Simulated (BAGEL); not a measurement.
# CH5GaS (SMILES [CH3][GaH][SH]) at B3LYP/6-31G(d) (density fitting with qzvpp-jkfit, spherical functions)

Aim: the energy change on altering one bond length of CH5GaS at B3LYP/6-31G* (density fitting with qzvpp-jkfit, spherical functions), from 2 runs. 

The results are computed with BAGEL 1.2.2.

3 further runs of the same task are left out: 1 that didn't finish, 2 set aside as unsound or not needed.

## (1) Starting point

CH5GaS: 8 atoms, total charge 0, spin state singlet. As SMILES, `[CH3][GaH][SH]`. Geometry: relaxed at PBE0-D4/def2-TZVP. This is one conformer, not always the lowest.

Bond lengths: C1–Ga2 1.960 Å, Ga2–S3 2.208 Å, C1–H4 1.093 Å, C1–H5 1.090 Å, C1–H6 1.093 Å, Ga2–H7 1.564 Å, S3–H8 1.343 Å. Angles: C1–Ga2–S3 119.9°, C1–Ga2–H7 126.4°, S3–Ga2–H7 113.7°, Ga2–C1–H4 110.0°, Ga2–C1–H5 112.0°, Ga2–C1–H6 109.8°, Ga2–S3–H8 95.1°, H4–C1–H5 108.8°, H4–C1–H6 107.4°, H5–C1–H6 108.7°.

## (2) A single-point energy at B3LYP/6-31G(d) (density fitting with qzvpp-jkfit, spherical functions)

Input file calc.json:

```json
{ "bagel": [

{
  "title": "molecule",
  "basis": "6-31gs.json",
  "df_basis": "qzvpp-jkfit",
  "angstrom": true,
  "geometry": [
    { "atom": "C", "xyz": [   -0.822600,    0.630300,   -0.510700 ] },
    { "atom": "Ga", "xyz": [    0.973600,    0.037600,    0.003700 ] },
    { "atom": "S", "xyz": [    1.217500,   -1.725900,    1.309100 ] },
    { "atom": "H", "xyz": [   -0.967200,    1.675400,   -0.226100 ] },
    { "atom": "H", "xyz": [   -1.600900,    0.027200,   -0.042900 ] },
    { "atom": "H", "xyz": [   -0.936300,    0.569300,   -1.596000 ] },
    { "atom": "H", "xyz": [    2.326300,    0.695600,   -0.424400 ] },
    { "atom": "H", "xyz": [   -0.098200,   -1.966600,    1.431400 ] }
  ]
},
{ "title": "ks", "xc_func": "b3lyp" },
{ "title": "print", "file": "orbitals.molden", "orbitals": true }

]}
```

The basis set 6-31G* is read from a file made from the Basis Set Exchange's data (not shown).

Run with:

```bash
$ BAGEL_NUM_THREADS=1 BAGEL calc.json > calc.out
```

What it wrote:

```text
* using 1 threads per process

  ===============================================================
  ===============================================================

  *** Geometry ***

  { "atom" : "C", "xyz" : [     -1.554489,      1.191094,     -0.965083 ] },
  { "atom" : "Ga", "xyz" : [      1.839837,      0.071054,      0.006992 ] },
  { "atom" : "S", "xyz" : [      2.300742,     -3.261478,      2.473840 ] },
  { "atom" : "H", "xyz" : [     -1.827743,      3.166047,     -0.427267 ] },
  { "atom" : "H", "xyz" : [     -3.025263,      0.051401,     -0.081069 ] },
  { "atom" : "H", "xyz" : [     -1.769351,      1.075821,     -3.016003 ] },
  { "atom" : "H", "xyz" : [      4.396070,      1.314493,     -0.802000 ] },
  { "atom" : "H", "xyz" : [     -0.185571,     -3.716335,      2.704954 ] },

  Number of auxiliary basis functions:      559

  Since a DF basis is specified, we compute 2- and 3-index integrals:
    o Being stored without compression. Storage requirement is 0.024 GB

  Number of basis functions:       74
  Number of electrons      :       58

    * METHOD: MOLECULE                             0.90

  *** Kohn-Sham DFT ***

    * Removing 13496 points whose weight is below 1.00e-10
    * Grid points: 105752

  === Nuclear Repulsion ===
   246.8899367676

       - DIIS with orbital gradients will be used.

  === KS iteration (b3lyp / 6-31gs.json) ===
      0      -2285.17721042          0.10408449           0.98
      1      -2105.82915131          0.22275184           0.95
      2      -2281.67943868          0.10286587           0.96
      3      -2276.81976215          0.21565197           0.85
      4      -2288.16251005          0.17584912           0.82
      5      -2282.75518113          0.17192947           0.78
      6      -2288.37730980          0.16518458           0.91
      7      -2287.76724722          0.17162903           0.95
      8      -2286.66291153          0.13220112           0.85
      9      -2362.68602914          0.05613523           0.87
     10      -2315.31962044          0.23648499           0.87
     11      -2312.72935438          0.23364563           0.86
     12      -2321.05363059          0.27465647           0.90
     13      -2357.96058625          0.16541052           0.74
     14      -2363.22081123          0.04450425           0.81
     15      -2362.74119683          0.05929435           0.80
     16      -2363.94230265          0.00592140           0.73
     17      -2363.95753766          0.00192307           0.81
     18      -2363.95867919          0.00068283           0.88
     19      -2363.95886698          0.00022987           0.83
     20      -2363.95891407          0.00003952           0.85
     21      -2363.95891498          0.00001585           0.82
     22      -2363.95891509          0.00000418           0.86
     23      -2363.95891510          0.00000151           0.85
     24      -2363.95891510          0.00000050           0.77
     25      -2363.95891510          0.00000027           0.90
     26      -2363.95891510          0.00000007           0.85
     27      -2363.95891510          0.00000004           0.79
     28      -2363.95891510          0.00000001           0.84
    * SCF iteration converged.

    * Permanent dipole moment:
           (    0.704527,    -0.412831,     0.333876) a.u.

    * METHOD: KS                                  25.98

    * METHOD: PRINT                                0.01

  ===============================================================
```

Run time: 28 s. Hardware: 1 thread of Intel Xeon at 2.50GHz (Skylake/Cascade Lake), shared host; peak memory 0.42 GiB.

## (3) The distorted shape at the same level

Input file calc.json:

```json
{ "bagel" : [

{
  "title" : "molecule",
  "basis" : "6-31gs.json",
  "df_basis" : "qzvpp-jkfit",
  "angstrom" : "true",
  "geometry" : [
    { "atom" : "C", "xyz" : [   -0.625229,    0.666408,   -0.529047 ] },
    { "atom" : "Ga", "xyz" : [    1.170971,    0.073708,   -0.014647 ] },
    { "atom" : "S", "xyz" : [    1.414871,   -1.689792,    1.290753 ] },
    { "atom" : "H", "xyz" : [   -0.769829,    1.711508,   -0.244447 ] },
    { "atom" : "H", "xyz" : [   -1.403529,    0.063308,   -0.061247 ] },
    { "atom" : "H", "xyz" : [   -0.738929,    0.605408,   -1.614347 ] },
    { "atom" : "H", "xyz" : [    2.523671,    0.731708,   -0.442747 ] },
    { "atom" : "H", "xyz" : [   -0.098200,   -1.966600,    1.431400 ] }
  ]
},
{
  "title" : "ks",
  "xc_func" : "b3lyp"
},
{
  "title" : "print",
  "file" : "orbitals.molden",
  "orbitals" : "true"
}

]}
```

The basis set 6-31G* is read from a file made from the Basis Set Exchange's data (not shown).

Run with:

```bash
$ BAGEL_NUM_THREADS=1 BAGEL calc.json > calc.out
```

What it wrote:

```text
* using 1 threads per process

  ===============================================================
  ===============================================================

  *** Geometry ***

  { "atom" : "C", "xyz" : [     -1.181512,      1.259329,     -0.999754 ] },
  { "atom" : "Ga", "xyz" : [      2.212814,      0.139288,     -0.027679 ] },
  { "atom" : "S", "xyz" : [      2.673719,     -3.193244,      2.439170 ] },
  { "atom" : "H", "xyz" : [     -1.454766,      3.234281,     -0.461938 ] },
  { "atom" : "H", "xyz" : [     -2.652285,      0.119635,     -0.115740 ] },
  { "atom" : "H", "xyz" : [     -1.396373,      1.144055,     -3.050674 ] },
  { "atom" : "H", "xyz" : [      4.769047,      1.382728,     -0.836671 ] },
  { "atom" : "H", "xyz" : [     -0.185571,     -3.716335,      2.704954 ] },

  Number of auxiliary basis functions:      559

  Since a DF basis is specified, we compute 2- and 3-index integrals:
    o Being stored without compression. Storage requirement is 0.024 GB

  Number of basis functions:       74
  Number of electrons      :       58

    * METHOD: MOLECULE                             0.89

  *** Kohn-Sham DFT ***

    * Removing 13329 points whose weight is below 1.00e-10
    * Grid points: 105919

  === Nuclear Repulsion ===
   245.8037920965

       - DIIS with orbital gradients will be used.

  === KS iteration (b3lyp / 6-31gs.json) ===
      0      -2285.28484288          0.10307164           0.86
      1      -2105.52503906          0.22264271           0.62
      2      -2281.88574263          0.10247514           0.74
      3      -2277.28047316          0.21786533           0.82
      4      -2288.10669097          0.17811809           0.79
      5      -2281.94157492          0.17386616           0.75
      6      -2292.27594143          0.16524681           0.78
      7      -2287.35278944          0.16923516           0.78
      8      -2286.91009102          0.13216833           0.83
      9      -2361.33008790          0.05604065           0.85
     10      -2306.78528518          0.14996054           0.77
     11      -2311.36424680          0.20350764           0.93
     12      -2320.12910265          0.28018301           0.85
     13      -2362.58827831          0.07719226           0.90
     14      -2362.02806805          0.05211823           0.92
     15      -2362.34833229          0.06030739           0.81
     16      -2363.91187218          0.00883899           0.85
     17      -2363.93543058          0.00420415           0.85
     18      -2363.94586607          0.00090514           0.85
     19      -2363.94623819          0.00054528           0.82
     20      -2363.94636447          0.00006513           0.80
     21      -2363.94636619          0.00001879           0.86
     22      -2363.94636639          0.00000737           0.99
     23      -2363.94636641          0.00000341           0.85
     24      -2363.94636642          0.00000096           0.74
     25      -2363.94636642          0.00000021           0.78
     26      -2363.94636642          0.00000011           0.90
     27      -2363.94636642          0.00000002           0.81
     28      -2363.94636642          0.00000001           0.88
    * SCF iteration converged.

    * Permanent dipole moment:
           (    0.653334,    -0.427651,     0.342662) a.u.

    * METHOD: KS                                  25.29

    * METHOD: PRINT                                0.01

  ===============================================================
```

It took 27 s on 1 thread of Intel Xeon at 2.50GHz (Skylake/Cascade Lake), shared host; peak memory 0.42 GiB.

## (4) What came out

At B3LYP/6-31G* (density fitting with qzvpp-jkfit, spherical functions):

| quantity | value |
| --- | --- |
| first shape: total energy | -2363.95892 Eh |
| first shape: dipole moment | 2.24 D |
| first shape: HOMO energy | -7.15 eV |
| first shape: LUMO energy | -1.24 eV |
| first shape: HOMO–LUMO gap | 5.91 eV |
| distorted shape: total energy | -2363.94637 Eh |
| distorted shape: dipole moment | 2.17 D |
| distorted shape: HOMO energy | -7.16 eV |
| distorted shape: LUMO energy | -1.25 eV |
| distorted shape: HOMO–LUMO gap | 5.91 eV |
| energy change with the S3–H8 bond stretched from 1.343 to 1.545 Å | 0.341 eV |

**Reading.** With the S3–H8 bond stretched from 1.343 to 1.545 Å the energy rises by 0.34 eV (7.9 kcal/mol). The first shape isn't relaxed at this level, so the change isn't measured from a minimum.
